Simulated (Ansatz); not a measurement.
**FH₂InS: how energies converge with the basis set**

The task here is to estimate one member of a computed series from the others.

Computed with Ansatz 0.2.0, Gaussian basis. Level: one geometry, several basis sets.

Levels to be run: PBE0-D4/def2-SVP; ωB97M-V/def2-SVP; PBE0-D4/def2-QZVPP; ωB97M-V/def2-QZVPP; the functionals' def2-TZVPP values are taken from earlier runs.

1 further run of the same task is left out (for a known fault of the program).

**Structure used throughout**

The geometry comes from an earlier relaxation with PBE0-D4 in a triple-zeta def2 set; it is a stationary point. In takes the def2 core potential; no spin-orbit term is included.

5 atoms, charge 0, spin multiplicity 1.

Atoms are counted from 1 here; the program's logs count them from 0.

Bond lengths: F1–In2 1.954 Å, In2–S3 2.360 Å, In2–H4 1.693 Å, S3–H5 1.345 Å. Angles: F1–In2–S3 107.9°, F1–In2–H4 117.6°, S3–In2–H4 134.5°, In2–S3–H5 91.2°.

Coordinates:

```xyz
5
FH2InS
F    -1.0983   -1.1951    0.9580
In   -0.5374    0.0208   -0.4655
S     1.6481    0.7589    0.0309
H    -1.6330    0.3177   -1.7221
H     1.6705    0.0242    1.1574
```

The first run:

The input, in.yaml:

```yaml
crystal:
  periodic: [false, false, false]
  atoms:
    - {symbol: F, position_ang: [-1.098270, -1.195141, 0.957975]}
    - {symbol: In, position_ang: [-0.537382, 0.020819, -0.465521]}
    - {symbol: S, position_ang: [1.648078, 0.758887, 0.030922]}
    - {symbol: H, position_ang: [-1.633040, 0.317652, -1.722146]}
    - {symbol: H, position_ang: [1.670513, 0.024181, 1.157370]}
basis:
  gaussian: {orbitals: def2-SVP}
hamiltonian: {xc: pbe0, dispersion: d4}
output: {orbitals: {seedname: orbitals}}
```

Command:

```console
$ ansatz run in.yaml --threads 2 --pin off --events-out ev --progress --plain --max-ram 32768MiB --backend cpu
```

Among the steps run: PBE0-D4 in def2-SVP; ωB97M-V in def2-SVP; PBE0-D4 in def2-QZVPP; ωB97M-V in def2-QZVPP.

One of the session's tables, all rows but one given; the rest of the session is left out.

```
functional       basis  HOMO (eV)  LUMO (eV)
   PBE0-D4    def2-SVP      -7.75      -1.40
   PBE0-D4  def2-TZVPP      -7.88      -1.55
   PBE0-D4  def2-QZVPP      -7.91      -1.59
   ωB97M-V    def2-SVP          ?          ?
   ωB97M-V  def2-TZVPP     -10.06      -0.05
   ωB97M-V  def2-QZVPP     -10.10      -0.13
```

Q: Estimate the row for ωB97M-V, def2-SVP from the others.

**Answer.** HOMO (eV): -9.89; LUMO (eV): 0.23. In the column «HOMO (eV)» it lies between ωB97M-V, def2-TZVPP (-10.06) and PBE0-D4, def2-QZVPP (-7.91).
